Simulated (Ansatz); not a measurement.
# NbGaSe3: what a guessed cell relaxes into

Aim: relax a trial structure of NbGaSe3 and see where it ends.

Method: DFT PBE, scalar-relativistic, plane waves, PAW, in Ansatz 0.2.0.

1 further run of the same task is left out (set aside as unsound or not needed).

### Step 1. The structure to begin with

It takes space group Pm-3m (No. 221, cubic). Conventional cell: a = 4.604 Å, b = 4.604 Å, c = 4.604 Å, α = 90.00°, β = 90.00°, γ = 90.00°. Nb (site symmetry m-3m) is surrounded by 12 Se at 3.26 Å. Around Ga (site symmetry m-3m) lie 6 Se at 2.30 Å. Se (site symmetry 4/mmm) has 2 Ga at 2.30 Å and 4 Nb at 3.26 Å as nearest neighbours.

Structure file:

```xyz
5
Lattice="4.6045 0.0000 0.0000 0.0000 4.6045 0.0000 0.0000 0.0000 4.6045" Properties=species:S:1:pos:R:3 pbc="T T T"
Nb    0.0000    0.0000    0.0000
Ga    2.3022    2.3022    2.3022
Se    0.0000    2.3022    2.3022
Se    2.3022    0.0000    2.3022
Se    2.3022    2.3022    0.0000
```

The cell is invented: species swapped into a database cell of KCuCl3 (Pm-3m, No. 221), with Nb on the K sites, Ga on the Cu sites and Se on the Cl sites. Its size is a rough estimate.

### Step 2. The guess as it stands, on a coarse mesh

Input file input.yaml:

```yaml
crystal:
  lattice:
    - [4.60448895, 0.0, 0.0]
    - [0.0, 4.60448895, 0.0]
    - [0.0, 0.0, 4.60448895]
  atoms:
    - { symbol: Nb, position: [0.0, 0.0, 0.0] }
    - { symbol: Ga, position: [0.5, 0.5, 0.5] }
    - { symbol: Se, position: [0.0, 0.5, 0.5] }
    - { symbol: Se, position: [0.5, 0.0, 0.5] }
    - { symbol: Se, position: [0.5, 0.5, 0.0] }
basis:
  ecutwfc: 420
kpoints:
  mp_grid: { grid: [4, 4, 4] }
hamiltonian:
  xc: pbe
scf:
  occupations: { method: gaussian, width: 0.1 }
  lower_state_search: "off"
output:
  forces: true
  stress: true
  eigenvalues: true
```

Launch:

```console
> ansatz run input.yaml --threads 1 --pin off --max-ram 2560MiB --backend cpu --events-out ev --progress --plain --runs-dir out
```

The log of the run, cut to the lines that bear on the results:

```text
[...]
SCF converged after 7 iterations
Free energy (F): -24738.872474 eV
[...]
E sigma→0 (E₀):  -24738.856195 eV
Entropy (-TS):   -0.032558 eV (-6.512 meV/atom)
Fermi energy:    12.454585 eV
[...]
--- Forces (eV/Å), atoms counted from 1 ---
  atom   1  Nb    -0.00000000     0.00000000    -0.00000000
  atom   2  Ga    -0.00000000     0.00000000     0.00000000
  atom   3  Se     0.00000000     0.00000000    -0.00000000
  atom   4  Se    -0.00000000    -0.00000000    -0.00000000
  atom   5  Se     0.00000000    -0.00000000     0.00000000
[...]
--- Stress (GPa, compression-positive) ---
       14.129095      -0.000000      -0.000000
        0.000000      14.129095       0.000000
       -0.000000       0.000000      14.129095
  P = ⅓ Tr σ = 14.1291 GPa (141.291 kbar)
--- Band table (eV; the first three rows and the last of 10) ---
[...]
```

Wall time 1.4 s (1 thread of Intel Xeon 6975P-C (Granite Rapids), shared host); peak memory 0.4 GiB.

The probe gives pressure 14.1 GPa, largest force 0.00 eV/Å, gap on this mesh none (metal). A guess like this is first relaxed loosely on the coarse mesh.

### Step 3. Coarse relaxation

Changes to input.yaml since step 2:

```diff
@@ -24 +24,9 @@
   eigenvalues: true
+  populations: true
+magnetization:
+  spin_polarized: true
+relax:
+  adjacent_minimum: "off"
+  f_tol: 0.04
+  max_steps: 70
+  cell: { stress_tol: 0.4 }
```

Launch:

```console
> ansatz run input.yaml --threads 1 --pin off --max-ram 2560MiB --backend cpu --events-out ev --progress --plain --runs-dir out
```

The log of the run:

```text
Warning: RAYON_NUM_THREADS=1 ignored (pool sized by the plan → 1); use --threads N
Engine: ansatz 0.2.0, x86_64-unknown-linux-gnu
Pseudopotentials: kind: paw
Pseudopotential: Nb, paw, valence charge 13, recommended cutoff 420 eV (normal), Nb.paw.azcp
Pseudopotential: Ga, paw, valence charge 13, recommended cutoff 420 eV (normal), Ga.paw.azcp
Pseudopotential: Se, paw, valence charge 16, recommended cutoff 420 eV (normal), Se.paw.azcp
Functional definition: PBE
  parameter kappa = 0.804
  parameter beta = 0.06672455060314922
  exchange = pbe_x(kappa = kappa, mu = beta*pi^2/3)
  correlation = pbe_c(beta = beta)
Crystal: 5 atoms, lattice volume = 97.621 Å³
Basis set: ecut = 420 eV, 1935 PW (Γ), exchange–correlation on 64×64×64 points (8 copies of the dense FFT grid, shifted against one another)
Bands: 45, of which v1, the nominal top of the filled ones, is band 37 counted from 1 (36 counted from 0)
Symmetry: 48 space group operations
Space group: Pm-3m (ITA 221), of the structure as read, at distance tolerance 4.6e-5 Å
k-points: 10 of 64
Non-local potential: Nb, projectors of the file, l = 0: 3, l = 1: 2, l = 2: 2, l = 3: 1
Non-local potential: Ga, projectors of the file, l = 0: 2, l = 1: 2, l = 2: 3, l = 3: 1
Non-local potential: Se, projectors of the file, l = 0: 2, l = 1: 2, l = 2: 3, l = 3: 1
PAW form: soft (Blöchl's): semilocal exchange-correlation on the pseudo side does not see the compensation charge
PAW one-centre angular grid: Nb, 590 points (default); XC on 64 Gauss nodes
PAW one-centre angular grid: Ga, 590 points (default); XC on 64 Gauss nodes
PAW one-centre angular grid: Se, 590 points (default); XC on 64 Gauss nodes
Initial density: superposition of atomic densities (chi_scale 0.1, normalization cell, long waves kept (reshape's long-wave potential 0.00 eV rms))
Initial wavefunctions: pseudopotential atomic-orbital guess
Functional: x = pbe(κ = 0.804, μ = 0.2195149727645171), c = pbe(β = 0.06672455060314922)
iter 1 solved again at ethr=1.59e-3 eV; its pass at ethr=3.10e-3 eV (dr2=1.17e0 eV) is discarded
SCF iter   1: F=—  HF=-24739.330378 eV  |F-HF|=—  |Δ(HF+E_count)|=         —  Δρ=2.01e-2 (↑2.01e-2 ↓2.01e-2)  dr2=1.18e0  dr2_m=0.00e0  M=0.000 μB ∫|m|=0.000 μB  β_m=0.30  ethr=1.59e-3  ⟨swp⟩=1.0  Hψ=2217  notcnv=0
preconditioner: auto → Kerker (q_TF=auto, 2.605 Å⁻¹)  [metal: Δε(μ)=0.025 eV  Ē_g=11.524 eV  σ=0.100 eV  W_gap=0.14  n_scr=26 (ndim 8)  ℏωp=22.5 eV  f_vac=0.000  D(μ)=6.72/eV (n_scr^D=80)]
spin=Collinear: Kerker preconditioning applied to the charge; magnetization (m = ρ↑ − ρ↓) channel mixes plain (no charge-response kernel on spin).
SCF iter   2: F=—  HF=-24734.416904 eV  |F-HF|=—  |Δ(HF+E_count)|=    4.91e0  Δρ=7.24e-2 (↑7.24e-2 ↓4.88e-2)  dr2=4.72e0  dr2_m=2.92e0  M=6.372 μB ∫|m|=6.440 μB  ethr=1.59e-3  ⟨swp⟩=2.0  Hψ=525  notcnv=0
Mixer restart at iter 2: flushing history
SCF iter   3: F=—  HF=-24738.595672 eV  |F-HF|=—  |Δ(HF+E_count)|=         —  Δρ=2.94e-2 (↑2.92e-2 ↓2.94e-2)  dr2=1.13e0  dr2_m=5.41e-1  M=2.921 μB ∫|m|=3.083 μB  β_m=0.30  ethr=1.59e-3  ⟨swp⟩=3.6  Hψ=1755  notcnv=0  defer=4
SCF iter   4: F=—  HF=-24738.762220 eV  |F-HF|=—  |Δ(HF+E_count)|=   1.67e-1  Δρ=2.60e-2 (↑2.60e-2 ↓2.51e-2)  dr2=3.30e-1  dr2_m=4.85e-1  M=2.200 μB ∫|m|=2.828 μB  β_m=0.62  ethr=1.53e-3  ⟨swp⟩=2.0  Hψ=1169  notcnv=0  defer=36
SCF iter   5: F=—  HF=-24739.051008 eV  |F-HF|=—  |Δ(HF+E_count)|=   2.89e-1  Δρ=1.17e-2 (↑1.17e-2 ↓1.08e-2)  dr2=1.15e-1  dr2_m=8.60e-2  M=2.077 μB ∫|m|=2.862 μB  β_m=0.81  ethr=4.46e-4  ⟨swp⟩=2.0  Hψ=1060  notcnv=0  defer=36
SCF iter   6: F=—  HF=-24739.102434 eV  |F-HF|=—  |Δ(HF+E_count)|=   5.14e-2  Δρ=1.83e-3 (↑1.83e-3 ↓1.60e-3)  dr2=1.35e-2  dr2_m=1.45e-3  M=1.815 μB ∫|m|=2.839 μB  β_m=0.84  ethr=1.56e-4  ⟨swp⟩=2.0  Hψ=1348  notcnv=0  defer=36
SCF iter   7: F=—  HF=-24739.102141 eV  |F-HF|=—  |Δ(HF+E_count)|=   2.93e-4  Δρ=7.97e-4 (↑5.46e-4 ↓7.97e-4)  dr2=9.08e-4  dr2_m=7.82e-5  M=1.800 μB ∫|m|=2.841 μB  β_m=0.75  ethr=1.83e-5  ⟨swp⟩=2.1  Hψ=1726  notcnv=0  defer=35
SCF iter   8: F=—  HF=-24739.101400 eV  |F-HF|=—  |Δ(HF+E_count)|=   7.41e-4  Δρ=1.98e-4 (↑1.98e-4 ↓1.47e-4)  dr2=1.85e-4  dr2_m=8.77e-6  M=1.785 μB ∫|m|=2.833 μB  β_m=0.70  ethr=1.23e-6  ⟨swp⟩=2.5  Hψ=1612  notcnv=0  defer=35
SCF iter   9: F=—  HF=-24739.101339 eV  |F-HF|=—  |Δ(HF+E_count)|=   6.09e-5  Δρ=1.12e-4 (↑1.12e-4 ↓8.28e-5)  dr2=5.93e-5  dr2_m=2.46e-6  M=1.784 μB ∫|m|=2.831 μB  β_m=0.72  ethr=2.50e-7  ⟨swp⟩=2.3  Hψ=1377  notcnv=0  defer=35
SCF iter  10: F=—  HF=-24739.101402 eV  |F-HF|=—  |Δ(HF+E_count)|=   6.25e-5  Δρ=7.55e-5 (↑7.55e-5 ↓5.16e-5)  dr2=2.35e-5  dr2_m=2.24e-6  M=1.784 μB ∫|m|=2.829 μB  β_m=0.81  ethr=8.01e-8  ⟨swp⟩=2.4  Hψ=1366  notcnv=0  defer=35
SCF iter  11: F=—  HF=-24739.101401 eV  |F-HF|=—  |Δ(HF+E_count)|=   1.29e-6  Δρ=1.53e-5 (↑1.36e-5 ↓1.53e-5)  dr2=9.31e-7  dr2_m=6.25e-8  M=1.783 μB ∫|m|=2.828 μB  β_m=0.89  ethr=3.17e-8  ⟨swp⟩=2.0  Hψ=1032  notcnv=0  defer=35
iter 12 did not close the SCF: its close was put off for a magnetic moment that had not settled (scf_convergence_deferred on its scf_iter line)
SCF iter  12: F=-24739.101401 eV  HF=-24739.101401 eV  |F-HF|=4.33e-9  |Δ(HF+E_count)|=   1.20e-8  Δρ=4.69e-6 (↑4.69e-6 ↓3.49e-6)  dr2=5.13e-8  dr2_m=7.19e-9  M=1.783 μB ∫|m|=2.828 μB  β_m=0.94  ethr=1.35e-10  ⟨swp⟩=7.3  Hψ=4086  notcnv=0
SCF iter  13: F=-24739.101401 eV  HF=-24739.101401 eV  |F-HF|=1.63e-8  |Δ(HF+E_count)|=   2.87e-8  Δρ=2.01e-6 (↑2.01e-6 ↓1.51e-6)  dr2=2.54e-8  dr2_m=6.36e-10  M=1.783 μB ∫|m|=2.828 μB  ethr=6.93e-11  ⟨swp⟩=2.3  Hψ=2767  notcnv=0
SCF 1 converged in 13 iterations: F = -24739.101401 eV  dr2 = 2.54e-8
relax step   1: F+E_penalty+E_count = -24739.10140055 eV  Δ(F+E_penalty+E_count) = +0.000e0 eV  max|allowed force component| = 4.368e-29 eV/Å  Δτ_max = 0.0000 Å  P = +16.066 GPa  Ω = 97.621 Å³  (13 SCF iters, dr2 threshold 1.00e-7 eV, accepted)
[... 17 lines left out ...]
relax step   2: F+E_penalty+E_count = -24739.86259436 eV  Δ(F+E_penalty+E_count) = -7.612e-1 eV  max|allowed force component| = 5.838e-30 eV/Å  Δτ_max = 0.0000 Å  P = +2.020 GPa  Ω = 112.559 Å³  energy of the carried Pulay correction = -3.002e-3 eV  (9 SCF iters, dr2 threshold 5.00e-7 eV, accepted)
[... 14 lines left out ...]
relax step   3: F+E_penalty+E_count = -24739.88175822 eV  Δ(F+E_penalty+E_count) = -1.916e-2 eV  max|allowed force component| = 1.391e-29 eV/Å  Δτ_max = 0.0000 Å  P = +0.496 GPa  Ω = 115.089 Å³  energy of the carried Pulay correction = -3.469e-3 eV  (7 SCF iters, dr2 threshold 5.00e-7 eV, accepted)
[... 10 lines left out ...]
relax step   4: F+E_penalty+E_count = -24739.88297669 eV  Δ(F+E_penalty+E_count) = -1.218e-3 eV  max|allowed force component| = 1.191e-29 eV/Å  Δτ_max = 0.0000 Å  P = +0.026 GPa  Ω = 115.938 Å³  energy of the carried Pulay correction = -3.624e-3 eV  (5 SCF iters, dr2 threshold 5.00e-7 eV, accepted)
[... 13 lines left out ...]
relax step   5: F+E_penalty+E_count = -24739.88691159 eV  Δ(F+E_penalty+E_count) = -3.935e-3 eV  max|allowed force component| = 4.319e-30 eV/Å  Δτ_max = 0.0000 Å  P = +0.043 GPa  Ω = 115.938 Å³  stress off target by 4.30e-2 GPa  SCF on the basis re-selected at this cell (its energy is not comparable with the rows above)  (7 SCF iters)
basis re-selected at this cell: Δ(F+E_penalty+E_count) = -3.935e-3 eV, ΔP = +0.017 GPa vs the last step (what re-selecting the basis moved, of the pressure what is left beyond the Pulay correction that the steps carried, after the strain that the cell walked since its last selection, with what the two solves' SCF thresholds leave and, on support functions, any second-order correction that the steps lacked; it is no measure of the basis error at this ecutwfc). The dense FFT grid was sized anew with the basis: this SCF ran on 36×36×36 points, the steps before it on 32×32×32, so part of this shift can come from that change (see relax.cell in the input reference). This SCF's stress stands 4.30e-2 GPa from its target on what of the cell is left free (relax.cell.stress_tol is 4.00e-1 GPa) and its largest allowed force component is 4.32e-30 eV/Å (relax.f_tol is 4.00e-2 eV/Å): within both
SCF converged after 7 iterations
Magnetization: 1.9983 μB (37.9992 up, 36.0008 down)
Absolute magnetization: 3.4769 μB (∫|ρ↑−ρ↓|, with the PAW one-centre terms)
Spin contamination: 0.3508 ħ² per cell (⟨S²⟩ above its minimum at these occupations)
Per-site moments (μB) at R_I (Å): [(2.30274745984307, 1.4222765694267645), (0.026534383128535448, 1.0057014069644046), (-0.16340395158708731, 1.0057014069644046), (-0.16340395158708818, 1.0057014069644046), (-0.16340395158708731, 1.0057014069644046)]
Free energy (F): -24739.886912 eV
Harris-Foulkes:  -24739.886912 eV  (|F-HF|=1.06e-9)
Internal energy: -24739.866819 eV  (E = F + TS)
E sigma→0 (E₀):  -24739.876865 eV
Entropy (-TS):   -0.020093 eV (-4.019 meV/atom)
Fermi energy:    9.601244 eV
--- Per-component energies (eV) ---
  E_band       = -1300.801100
  E_kinetic    = 858.081503
  E_local      = -10312.768997  (includes V_loc(G=0)·N_el)
  E_nonlocal   = -1236.250478
  E_hartree    = 4907.539298
  E_xc         = -552.693559
  E_vxc        = -559.516953  (∫ρ·V_xc dr)
  E_paw        = -10798.725770  (= ΣΔE_a)
  E_vpaw       = 134.574806  (= ΣTr[D̂ρ^β])
  E_aug_tail   = -0.001875  (compensation charges beyond the density's cutoff)
  E_ewald      = -7605.046941
  E_smearing   = -0.020093  (= −TS)
  E_closure    = -0.000000  (closes the sum)
  Σ components = -24739.886912   (vs F -24739.886912, Δ=0.00e0)
--- Forces (eV/Å), atoms counted from 1 ---
  atom   1  Nb     0.00000000    -0.00000000     0.00000000
  atom   2  Ga     0.00000000    -0.00000000     0.00000000
  atom   3  Se    -0.00000000     0.00000000    -0.00000000
  atom   4  Se    -0.00000000     0.00000000     0.00000000
  atom   5  Se    -0.00000000     0.00000000     0.00000000
  max |Σ_I F_I| component: 4.70e-30 eV/Å
--- Stress (GPa, compression-positive) ---
        0.043020      -0.000000      -0.000000
       -0.000000       0.043020       0.000000
       -0.000000       0.000000       0.043020
  P = ⅓ Tr σ = 0.0430 GPa (0.430 kbar)
--- Band table (eV; the first three rows and the last of 20) ---
  k-point 0 ↑: bands = ["-46.8173", "-37.9408", "-37.9387", "-37.9387", "-37.9249", "-37.9249", "-37.9249", "-37.9214", "-37.9214", "-37.9214", "-37.9007", "-37.9007", "-37.9007", "-37.9007", "-37.9007", "-37.8991", "-22.9046", "-22.9046", "-22.9046", "-5.7120", "-5.7120", "-5.3749", "-5.3749", "-5.3749", "-4.9560", "-1.9219", "-1.9219", "4.1473", "4.1473", "4.1473", "6.8598", "8.5257", "8.5257", "8.5257", "8.6810", "8.6810", "8.8818", "8.8818", "8.8818", "8.9773", "8.9773", "8.9773", "10.3927", "15.9113", "15.9113"]
[... 3 lines left out ...]
--- Relaxed structure (4 steps of the walk, 4 accepted, 1 SCFs on fresh bases) ---
  F+E_penalty+E_count = -24739.88691159 eV   max|allowed force component| = 4.319e-30 eV/Å   (the final SCF, on the basis selected at the relaxed cell)
  cell:  # Å, volume = 115.9379 Å³
    - [4.87612803376681, -8.746931830758697e-34, 1.7975346147614202e-33]
    - [-1.0432120532097533e-34, 4.87612803376681, -6.419766481290786e-35]
    - [1.4123486258839729e-33, -6.419766481290786e-35, 4.87612803376681]
  atoms:
    - { symbol: Nb, position: [2.11924605695268e-34, -6.97120413470686e-35, 8.365444961651812e-36] }
    - { symbol: Ga, position: [0.5, 0.5, 0.5] }
    - { symbol: Se, position: [-2.509633488498593e-35, 0.5, 0.5] }
    - { symbol: Se, position: [0.5, 2.3527813954641107e-35, 0.5] }
    - { symbol: Se, position: [0.5, 0.5, -5.576963307753212e-36] }
--- Löwdin populations: 5 sites ---
  site symbol       q [e]    m [muB]
     0     Nb     12.3259     2.7669
     1     Ga     12.9818     0.0545
     2     Se     16.1485    -0.2863
     3     Se     16.1485    -0.2863
     4     Se     16.1485    -0.2863
  spilling = 0.003337 (of n_electrons = 74.000000)
```

Run time: 18 s. Hardware: 1 thread of Intel Xeon 6975P-C (Granite Rapids), shared host; peak memory 0.5 GiB.

Relaxation path:

| step | E - E(step 1) (eV/cell) | largest force component (eV/Å) | pressure (GPa) | volume (Å³) |
| --- | --- | --- | --- | --- |
| 1 | 0.0000 | 0.0000 | 16.07 | 97.62 |
| 2 | -0.7612 | 0.0000 | 2.02 | 112.56 |
| 3 | -0.7804 | 0.0000 | 0.50 | 115.09 |
| 4 | -0.7816 | 0.0000 | 0.03 | 115.94 |
| 5 | -0.7855 | 0.0000 | 0.04 | 115.94 |

Step 1 is the start. Step 5 repeats the geometry before it on a plane-wave basis chosen anew for that cell, so its energy need not be comparable with the rows above.

|  | before | after | change |
| --- | --- | --- | --- |
| a (Å) | 4.604 | 4.876 | +5.9 % |
| b (Å) | 4.604 | 4.876 | +5.9 % |
| c (Å) | 4.604 | 4.876 | +5.9 % |
| volume (Å³/atom) | 19.52 | 23.19 | +18.8 % |
| shortest distance (Å) | 2.302 | 2.438 | +5.9 % |
| space group (0.01 Å) | Pm-3m | Pm-3m | same |

Forces and stress were held to the start's 48 operations: a distortion of lower symmetry was not tested.

Site by site:

```tsv
atom	moment in the atom's sphere (μB)	Löwdin electrons
Nb1	2.30	12.33
Ga2	0.03	12.98
Se3	-0.16	16.15
Se4	-0.16	16.15
Se5	-0.16	16.15
```

The Löwdin counts miss 0.25 of the 74 electrons, which the atomic orbitals do not span, so they are no charges.

### Step 4. Full relaxation

The end of the coarse run is made exact in the group found at a tolerance of 0.06 Å and reduced to its primitive cell.

Input file input.yaml:

```yaml
crystal:
  lattice:
    - [4.8761280338, 0.0, 0.0]
    - [0.0, 4.8761280338, 0.0]
    - [0.0, 0.0, 4.8761280338]
  atoms:
    - { symbol: Nb, position: [0.0, 0.0, 0.0], spin: 2.53 }
    - { symbol: Ga, position: [0.5, 0.5, 0.5] }
    - { symbol: Se, position: [0.0, 0.5, 0.5], spin: -0.18 }
    - { symbol: Se, position: [0.5, 0.0, 0.5], spin: -0.18 }
    - { symbol: Se, position: [0.5, 0.5, 0.0], spin: -0.18 }
basis:
  ecutwfc: 420
kpoints:
  mp_grid: { grid: [8, 8, 8] }
hamiltonian:
  xc: pbe
scf:
  occupations: { method: gaussian, width: 0.1 }
output:
  forces: true
  stress: true
  eigenvalues: true
  populations: true
magnetization:
  spin_polarized: true
relax:
  adjacent_minimum: "off"
  f_tol: 0.01
  max_steps: 80
  cell: { stress_tol: 0.05 }
```

Launch:

```console
> ansatz run input.yaml --threads 1 --pin off --max-ram 2560MiB --backend cpu --events-out ev --progress --plain --runs-dir out
```

The log of the run, cut to the lines that bear on the results:

```text
Warning: RAYON_NUM_THREADS=1 ignored (pool sized by the plan → 1); use --threads N
[...]
Pseudopotentials: kind: paw
Pseudopotential: Nb, paw, valence charge 13, recommended cutoff 420 eV (normal), Nb.paw.azcp
Pseudopotential: Ga, paw, valence charge 13, recommended cutoff 420 eV (normal), Ga.paw.azcp
Pseudopotential: Se, paw, valence charge 16, recommended cutoff 420 eV (normal), Se.paw.azcp
Functional definition: PBE
[...]
Crystal: 5 atoms, lattice volume = 115.938 Å³
Basis set: ecut = 420 eV, 2301 PW (Γ), exchange–correlation on 72×72×72 points (8 copies of the dense FFT grid, shifted against one another)
Bands: 47, of which v1, the nominal top of the filled ones, is band 37 counted from 1 (36 counted from 0)
Symmetry: 48 space group operations
Space group: Pm-3m (ITA 221), of the structure as read, at distance tolerance 4.9e-5 Å
[...]
       -0.000000       0.024670       0.000000
        0.000000       0.000000       0.024670
  P = ⅓ Tr σ = 0.0247 GPa (0.247 kbar)
--- Band table (eV; the first three rows and the last of 70) ---
[...]
--- Relaxed structure (1 steps of the walk, 1 accepted, 1 SCFs on fresh bases) ---
  F+E_penalty+E_count = -24739.93135173 eV   max|allowed force component| = 5.364e-30 eV/Å   (the final SCF, on the basis selected at the relaxed cell)
  cell:  # Å, volume = 115.9379 Å³
    - [4.8761280338, 0.0, 0.0]
    - [0.0, 4.8761280338, 0.0]
    - [0.0, 0.0, 4.8761280338]
  atoms:
    - { symbol: Nb, position: [0.0, 0.0, 0.0] }
    - { symbol: Ga, position: [0.5, 0.5, 0.5] }
    - { symbol: Se, position: [0.0, 0.5, 0.5] }
    - { symbol: Se, position: [0.5, 0.0, 0.5] }
    - { symbol: Se, position: [0.5, 0.5, 0.0] }
--- Löwdin populations: 5 sites ---
  site symbol       q [e]    m [muB]
     0     Nb     12.3263     2.7549
     1     Ga     12.9900     0.0285
     2     Se     16.1461    -0.3102
     3     Se     16.1461    -0.3102
     4     Se     16.1461    -0.3102
  spilling = 0.003316 (of n_electrons = 74.000000)
```

It took 29 s on 1 thread of Intel Xeon 6975P-C (Granite Rapids), shared host; peak memory 0.64 GiB.

Relaxation path:

```csv
step,E - E(step 1) (eV/cell),largest force component (eV/Å),pressure (GPa),volume (Å³)
1,0.0000,0.0000,0.02,115.94
2,0.0000,0.0000,0.02,115.94
```

Step 1 is the start. Step 2 repeats the geometry before it on a plane-wave basis chosen anew for that cell, so its energy need not be comparable with the rows above.

|  | before | after | change |
| --- | --- | --- | --- |
| a (Å) | 4.876 | 4.876 | 0.0 % |
| b (Å) | 4.876 | 4.876 | 0.0 % |
| c (Å) | 4.876 | 4.876 | 0.0 % |
| volume (Å³/atom) | 23.19 | 23.19 | 0.0 % |
| shortest distance (Å) | 2.438 | 2.438 | 0.0 % |
| space group (0.01 Å) | Pm-3m | Pm-3m | same |

The run keeps the 48 symmetry operations of the start, so it could not have lowered the symmetry.

Per atom:

```tsv
atom	moment in the atom's sphere (μB)	Löwdin electrons
Nb1	2.31	12.33
Ga2	0.01	12.99
Se3	-0.18	16.15
Se4	-0.18	16.15
Se5	-0.18	16.15
```

The Löwdin counts miss 0.25 of the 74 electrons, which the atomic orbitals do not span, so they are no charges.

### Step 5. Summary of results

| quantity | value |
| --- | --- |
| symmetry at the end (tolerance 0.05 Å) | space group Pm-3m (No. 221) |
| conventional cell | a = 4.876 Å, b = 4.876 Å, c = 4.876 Å, α = 90.00°, β = 90.00°, γ = 90.00° |
| volume | 23.19 Å³/atom |
| energy over the elements | +0.52 eV/atom |
| gap on the mesh | none (metal) |
| total moment | 1.88 μB/cell |

The space group Pm-3m (No. 221) is kept, and the volume per atom grows by 18.8 % from the first guess. The formation energy is positive, so the separate elements lie lower. No finished test with a distortion of lower symmetry is shown, so the end may be a saddle point. Other magnetic orders were not searched.
